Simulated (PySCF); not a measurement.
# C2H8FNSi2: electronic excitations

Wanted: the electronic excitations of C2H8FNSi2 (`C=CN([SiH3])[SiH2]F`), by calculation.

Computed with PySCF 2.14.0, with density-fitted response routines of our own, on a single molecule in the gas phase. Atoms are numbered from 0 throughout.

## (1) The molecule as given

14 atoms, charge 0, multiplicity 1; geometry from: GFN2-xTB.

Bonds of the start (Å): C0–C1 1.32, C1–N2 1.39, N2–Si3 1.76, N2–Si4 1.73, Si4–F5 1.60, C0–H6 1.07, C0–H7 1.07, C1–H8 1.08, Si3–H9 1.47, Si3–H10 1.47, Si3–H11 1.45, Si4–H12 1.46, Si4–H13 1.46.

## (2) TDDFT and polarisability: CAM-B3LYP/def2-SVPD

What the job is given:

```
{"job": {"kind": "uv", "xc": "CAM-B3LYP", "basis": "def2-SVPD", "nstates": 8, "ntriplets": 3}, "charge": 0, "multiplicity": 1}
C      1.860720    -0.158439    -1.144191
C      1.120467     0.461554    -0.236907
N     -0.157570     0.113350     0.179099
Si    -0.932600    -1.308118    -0.509729
Si    -0.860313     1.162769     1.367317
F     -2.328337     0.611545     1.699726
H      1.524611    -1.032665    -1.671430
H      2.843278     0.205848    -1.383744
H      1.516396     1.340446     0.258148
H     -1.072720    -1.093381    -1.952764
H     -0.081735    -2.464124    -0.215128
H     -2.231207    -1.433383     0.132731
H     -0.131239     1.095069     2.625554
H     -1.070427     2.499057     0.829153
```

With the program's defaults for keys left out, this is: TDDFT CAM-B3LYP/def2-SVPD, vertical, gas phase, core orbitals frozen in the response.

Command:

```
OMP_NUM_THREADS=1 python probes_run.py task.json out
```

The driver reads the jobs from task.json and runs them one after another.

What will the session give for the following? lowest singlet (CAM-B3LYP/def2-SVPD); brightest single state of those computed; lowest triplet. Wanted: lowest singlet; brightest single state of those computed; lowest triplet.

The runs gave:

| quantity | value |
| --- | --- |
| lowest singlet (CAM-B3LYP/def2-SVPD) | 5.69 eV (218 nm), f = 0.004 |
| brightest single state of those computed | state 3, 6.36 eV, f = 0.307 |
| lowest triplet | 4.16 eV |

**Reading.** The lowest singlet, at 5.69 eV, is HOMO→LUMO 0.88 and is weak; of the 8 states computed, the strongest absorption comes from state 3 at 6.36 eV. The lowest triplet lies 1.53 eV below the lowest singlet (triplets in Tamm-Dancoff, singlets in full TDDFT).
